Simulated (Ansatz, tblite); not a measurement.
**Tetramethylammonium benzoate (C11H17NO2): rung by rung**

One table from this session's results is given with a row withheld; the runs are named, their logs left out.

Method: as each input shows; program: Ansatz 0.2.0, Gaussian basis.

Levels to be run: GFN1-xTB, GFN2-xTB, PBE-D4/def2-TZVP, r2SCAN-D4/def2-TZVP, PBE-D4/def2-SVP, PBE0-D4/def2-SVP, MP2/def2-SVP.

4 further runs of the same task are left out: 4 that didn't finish. Runs told in other sessions of the task aren't counted.

### The structure

The singlet was relaxed beforehand with PBE-D4/def2-SVP.

SMILES `C[N+](C)(C)C.O=C([O-])c1ccccc1`, 31 atoms, charge 0, spin multiplicity 1.

Bond lengths: C1–N2 1.494 Å, C1–H6 1.106 Å, C1–H7 1.106 Å, C1–H8 1.106 Å, N2–C3 1.509 Å, N2–C4 1.509 Å, N2–C5 1.508 Å, C3–H9 1.105 Å, C3–H10 1.120 Å, C3–H11 1.106 Å, C4–H12 1.105 Å, C4–H13 1.106 Å, C4–H14 1.120 Å, C5–H15 1.106 Å, C5–H16 1.106 Å, C5–H17 1.135 Å, O18–C19 1.263 Å, C19–O20 1.279 Å and more. Angles: N2–C1–H6 109.4°, N2–C1–H7 109.1°, N2–C1–H8 109.1°, H6–C1–H7 109.8°, H6–C1–H8 109.8°, H7–C1–H8 109.7°, C1–N2–C3 110.4°, C1–N2–C4 110.4°, C1–N2–C5 110.0°, C3–N2–C4 108.0°, C3–N2–C5 109.0°, C4–N2–C5 109.0°, N2–C3–H9 108.6°, N2–C3–H10 106.3°, N2–C3–H11 108.2°, H9–C3–H10 113.0°, H9–C3–H11 110.2°, H10–C3–H11 110.4° and more.

PBE0-D4/def2-TZVP was run before; its log isn't repeated, and its numbers join the tables.

The first run:

Tight binding, by tblite at 300 K electronic temperature and without a spin-polarisation term:

```python
tblite.interface.Calculator('GFN1-xTB', numbers, positions, charge=0, uhf=0).singlepoint()
```

Tight binding, by tblite at 300 K electronic temperature and without a spin-polarisation term:

```python
tblite.interface.Calculator('GFN2-xTB', numbers, positions, charge=0, uhf=0).singlepoint()
```

start.molden holds the orbitals of an earlier run on this state, given as this run's starting guess.

File in.yaml:

```yaml
crystal:
  periodic: [false, false, false]
  atoms:
    - {symbol: C, position_ang: [-3.890779, 1.117694, -1.582259]}
    - {symbol: N, position_ang: [-2.550642, 0.746668, -1.036983]}
    - {symbol: C, position_ang: [-1.603966, 0.399976, -2.159240]}
    - {symbol: C, position_ang: [-2.664658, -0.457536, -0.135348]}
    - {symbol: C, position_ang: [-1.977207, 1.897536, -0.248799]}
    - {symbol: H, position_ang: [-4.299764, 0.267979, -2.159914]}
    - {symbol: H, position_ang: [-4.568237, 1.360420, -0.742835]}
    - {symbol: H, position_ang: [-3.781881, 1.999738, -2.239962]}
    - {symbol: H, position_ang: [-1.413468, 1.312054, -2.753759]}
    - {symbol: H, position_ang: [-0.679738, -0.008035, -1.675416]}
    - {symbol: H, position_ang: [-2.082803, -0.373540, -2.788689]}
    - {symbol: H, position_ang: [-3.249434, -0.174214, 0.758777]}
    - {symbol: H, position_ang: [-3.183911, -1.259259, -0.693431]}
    - {symbol: H, position_ang: [-1.616065, -0.767524, 0.108375]}
    - {symbol: H, position_ang: [-2.681345, 2.132464, 0.571588]}
    - {symbol: H, position_ang: [-1.891703, 2.766419, -0.928400]}
    - {symbol: H, position_ang: [-0.961612, 1.598961, 0.159872]}
    - {symbol: O, position_ang: [0.641594, 1.095667, 0.798008]}
    - {symbol: C, position_ang: [0.964732, -0.079849, 0.468345]}
    - {symbol: O, position_ang: [0.273314, -0.882673, -0.248803]}
    - {symbol: C, position_ang: [2.307297, -0.599088, 0.966005]}
    - {symbol: C, position_ang: [3.130986, 0.216674, 1.765068]}
    - {symbol: C, position_ang: [4.366982, -0.258154, 2.226276]}
    - {symbol: C, position_ang: [4.790989, -1.556382, 1.891818]}
    - {symbol: C, position_ang: [3.973293, -2.375712, 1.094290]}
    - {symbol: C, position_ang: [2.737649, -1.897888, 0.634265]}
    - {symbol: H, position_ang: [2.766572, 1.227092, 2.004348]}
    - {symbol: H, position_ang: [5.007188, 0.384581, 2.851628]}
    - {symbol: H, position_ang: [5.761717, -1.930488, 2.253856]}
    - {symbol: H, position_ang: [4.304314, -3.393533, 0.832429]}
    - {symbol: H, position_ang: [2.070566, -2.510040, 0.008910]}
basis:
  gaussian: {orbitals: def2-TZVP, initial_orbitals: start.molden}
hamiltonian: {xc: pbe, dispersion: d4}
scf: {omitted_lower_state_checks: [starts]}
output: {forces: true, orbitals: {seedname: orbitals}}
```

Command:

```console
$ ansatz run in.yaml --threads 4 --pin off --events-out ev --progress --plain --max-ram 6963MiB
```

Among the steps run: PBE-D4/def2-TZVP; r2SCAN-D4/def2-TZVP; PBE-D4/def2-SVP; PBE0-D4/def2-SVP; MP2/def2-SVP.

One of the session's tables, all rows but one given; the rest of the session is left out.

It belongs to the step «Binding energy». 

```
              level  binding an atom (eV)
        HF/def2-SVP                     ?
    PBE-D4/def2-SVP                 4.672
   PBE-D4/def2-TZVP                 4.610
r2SCAN-D4/def2-TZVP                 4.483
   PBE0-D4/def2-SVP                 4.573
  PBE0-D4/def2-TZVP                 4.509
       MP2/def2-SVP                 4.363
```

**Question.** Estimate the row for HF/def2-SVP.

As computed: binding an atom (eV): 3.294. In the column «binding an atom (eV)» it is the lowest.

Limits of these values: Free atoms were run apart at each level; binding is atoms less cluster, divided by the number of atoms, without zero-point or spin-orbit terms.
